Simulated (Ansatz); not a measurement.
# C₅H₇AlCl₂O₂: up Jacob's ladder to CCSD(T)

The task here is to estimate one member of a computed series from the others.

Method: functionals in def2-TZVPP, the program's frozen cores in correlated methods; program: Ansatz 0.2.0, Gaussian basis.

Plan: LDA (SPW92), PBE-D4, revPBE-D4, BLYP-D4, r2SCAN-D4, B97M-V, PBE0-D4, B3LYP-D4, r2SCANh-D4, r2SCAN0-D4, HSE06-D4, BHLYP-D4, CAM-B3LYP-D4, LC-ωPBE, ωB97X-V, ωB97M-V, B2PLYP, PBE-QIDH; CCSD(T)/def2-SVP; CCSD(T)/def2-TZVPP; MP2/def2-QZVPP; extrapolation to the limit; RPA on PBE.

## The relaxed structure

An earlier PBE0-D4 in a triple-zeta def2 set relaxation fixed the geometry.

SMILES `CC1=CC(C)=[O+][Al-]([Cl])([Cl])[O]1`, 17 atoms, charge 0, spin multiplicity 1.

Atoms are counted from 1 here; the program's logs count them from 0.

Bond lengths: C1–C2 1.488 Å, C1–H11 1.093 Å, C1–H12 1.088 Å, C1–H13 1.093 Å, C2–C3 1.394 Å, C2–O10 1.278 Å, C3–C4 1.394 Å, C3–H14 1.080 Å, C4–C5 1.488 Å, C4–O6 1.278 Å, C5–H15 1.088 Å, C5–H16 1.093 Å, C5–H17 1.093 Å, O6–Al7 1.798 Å, Al7–Cl8 2.100 Å, Al7–Cl9 2.101 Å, Al7–O10 1.798 Å. Angles: C2–C1–H11 108.9°, C2–C1–H12 112.5°, C2–C1–H13 108.9°, H11–C1–H12 109.7°, H11–C1–H13 106.9°, H12–C1–H13 109.8°, C1–C2–C3 120.9°, C1–C2–O10 115.4°, C3–C2–O10 123.7°, C2–C3–C4 123.2°, C2–C3–H14 118.4°, C4–C3–H14 118.4°, C3–C4–C5 120.9°, C3–C4–O6 123.7°, C5–C4–O6 115.4°, C4–C5–H15 112.5°, C4–C5–H16 108.9°, C4–C5–H17 108.9° and more.

Set-up of the first run:

Contents of in.yaml:

```yaml
crystal:
  periodic: [false, false, false]
  atoms:
    - {symbol: C, position_ang: [1.401876, -1.878713, -1.269670]}
    - {symbol: C, position_ang: [0.827400, -0.834184, -0.379386]}
    - {symbol: C, position_ang: [-0.401814, -0.243676, -0.668391]}
    - {symbol: C, position_ang: [-0.984451, 0.737707, 0.131984]}
    - {symbol: C, position_ang: [-2.300699, 1.332798, -0.224404]}
    - {symbol: O, position_ang: [-0.450528, 1.189623, 1.201696]}
    - {symbol: Al, position_ang: [1.130545, 0.688146, 1.896656]}
    - {symbol: Cl, position_ang: [0.840450, -0.250217, 3.753271]}
    - {symbol: Cl, position_ang: [2.493022, 2.285083, 1.815194]}
    - {symbol: O, position_ang: [1.535997, -0.533864, 0.641046]}
    - {symbol: H, position_ang: [2.375368, -1.538302, -1.631633]}
    - {symbol: H, position_ang: [0.755296, -2.106375, -2.114487]}
    - {symbol: H, position_ang: [1.579705, -2.784554, -0.684904]}
    - {symbol: H, position_ang: [-0.929084, -0.563008, -1.554984]}
    - {symbol: H, position_ang: [-2.712756, 0.912699, -1.139464]}
    - {symbol: H, position_ang: [-2.182192, 2.413609, -0.334884]}
    - {symbol: H, position_ang: [-2.997336, 1.172729, 0.602260]}
basis:
  gaussian: {orbitals: def2-TZVPP}
hamiltonian: {xc: lda}
output: {orbitals: {seedname: orbitals}}
```

Command:

```sh
ansatz run in.yaml --threads 4 --pin off --events-out ev --progress --plain --max-ram 66560MiB --backend cuda --devices 0, --max-vram 37GiB
```

Among the steps run: LDA; PBE-D4 (GGA); revPBE-D4 (GGA); BLYP-D4 (GGA); r2SCAN-D4 (meta-GGA); B97M-V (meta-GGA); PBE0-D4 (hybrid); B3LYP-D4 (hybrid); r2SCANh-D4 (hybrid); r2SCAN0-D4 (hybrid); HSE06-D4 (hybrid); BHLYP-D4 (hybrid); CAM-B3LYP-D4 (range-separated); LC-ωPBE (range-separated); ωB97X-V (range-separated); ωB97M-V (range-separated); B2PLYP (double hybrid); PBE-QIDH (double hybrid).

One table of the session follows, with a row left open; its other results are not shown here.

It belongs to the step «Frontier levels by functional». 

```
  functional  HOMO (eV)  LUMO (eV)  gap (eV)
 LDA (SPW92)      -6.91      -3.55      3.36
      PBE-D4      -6.72      -3.31      3.41
   revPBE-D4      -6.65      -3.22      3.43
     BLYP-D4      -6.56      -3.18      3.39
   r2SCAN-D4          ?          ?         ?
      B97M-V      -7.01      -3.08      3.93
     PBE0-D4      -7.90      -2.46      5.43
    B3LYP-D4      -7.68      -2.67      5.01
  r2SCANh-D4      -7.43      -2.86      4.56
  r2SCAN0-D4      -8.08      -2.38      5.69
    HSE06-D4      -7.50      -2.84      4.66
    BHLYP-D4      -8.93      -1.43      7.50
CAM-B3LYP-D4      -9.18      -1.38      7.80
     LC-ωPBE     -10.45      -0.33     10.13
     ωB97X-V     -10.12      -0.33      9.79
     ωB97M-V     -10.02      -0.38      9.65
```

Q: Estimate the row for r2SCAN-D4 from the others.

Worked estimate for «HOMO (eV)». Against the share of exact exchange, r2SCANh-D4 (0.1, -7.43), r2SCAN0-D4 (0.25, -8.08) give a slope of -4.33 per unit share; at 0 the line stands at -7.00.

**Answer.** HOMO (eV): -6.99; LUMO (eV): -3.18; gap (eV): 3.81. In «HOMO (eV)» the line misses by -0.01.
